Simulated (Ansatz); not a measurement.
# C2H8AlFOSi: the cost of one run

All numbers below are computed with Ansatz 0.2.0 (RKS PBE/STO-3G).

## (1) The starting structure

Bond lengths: C1–Al2 2.013 Å, Al2–O3 1.846 Å, Al2–C4 2.047 Å, C4–F5 1.383 Å, C4–Si6 1.877 Å, C1–H7 1.132 Å, C1–H8 1.044 Å, C1–H9 1.084 Å, O3–H10 1.032 Å, C4–H11 1.035 Å, Si6–H12 1.478 Å, Si6–H13 1.521 Å, Si6–H14 1.450 Å. Angles (14 of 22 angles, heavy atoms first): C1–Al2–O3 120.1°, C1–Al2–C4 118.4°, O3–Al2–C4 121.5°, Al2–C4–F5 105.8°, Al2–C4–Si6 107.6°, F5–C4–Si6 108.2°, Al2–C1–H7 105.9°, Al2–C1–H8 110.8°, Al2–C1–H9 106.4°, Al2–O3–H10 102.9°, Al2–C4–H11 109.2°, F5–C4–H11 111.5°, Si6–C4–H11 114.2°, C4–Si6–H12 107.0°.

Structure file:

```xyz
14

C    -0.1854   -1.9649   -0.9931
Al   -0.5110   -0.7424    0.5728
O    -1.8640   -1.1155    1.7714
C     0.7285    0.8667    0.8268
F     0.2793    1.5131    1.9638
Si    0.4750    2.0139   -0.6367
H    -1.1322   -1.9355   -1.6127
H     0.0422   -2.9304   -0.6677
H     0.6103   -1.5126   -1.5731
H    -1.3907   -1.6980    2.4790
H     1.7014    0.5322    0.9402
H     1.3547    3.1828   -0.4270
H    -0.9742    2.4571   -0.7711
H     0.8530    1.3043   -1.8436
```

## (2) Preparing the start

input.yaml

```yaml
crystal:
  periodic: [false, false, false]
  atoms:
    - { symbol: C, position_ang: [-0.1854, -1.9649, -0.9931] }
    - { symbol: Al, position_ang: [-0.511, -0.7424, 0.5728] }
    - { symbol: O, position_ang: [-1.864, -1.1155, 1.7714] }
    - { symbol: C, position_ang: [0.7285, 0.8667, 0.8268] }
    - { symbol: F, position_ang: [0.2793, 1.5131, 1.9638] }
    - { symbol: Si, position_ang: [0.475, 2.0139, -0.6367] }
    - { symbol: H, position_ang: [-1.1322, -1.9355, -1.6127] }
    - { symbol: H, position_ang: [0.0422, -2.9304, -0.6677] }
    - { symbol: H, position_ang: [0.6103, -1.5126, -1.5731] }
    - { symbol: H, position_ang: [-1.3907, -1.698, 2.479] }
    - { symbol: H, position_ang: [1.7014, 0.5322, 0.9402] }
    - { symbol: H, position_ang: [1.3547, 3.1828, -0.427] }
    - { symbol: H, position_ang: [-0.9742, 2.4571, -0.7711] }
    - { symbol: H, position_ang: [0.853, 1.3043, -1.8436] }
basis:
  gaussian: { orbitals: STO-3G }
hamiltonian:
  xc: pbe
relax:
  f_tol: 0.02
  max_steps: 40
scf:
  lower_state_search: "off"
output:
  orbitals: {}
```

The run is started by

```
$ ansatz run input.yaml --threads 1 --pin off --max-ram 2048MiB --backend cpu --events-out ev --progress --plain --runs-dir out
```

What time and memory should one allow on 1 thread of Arm Neoverse V1, shared host?

About 66 s, with a peak of 0.17 GiB.
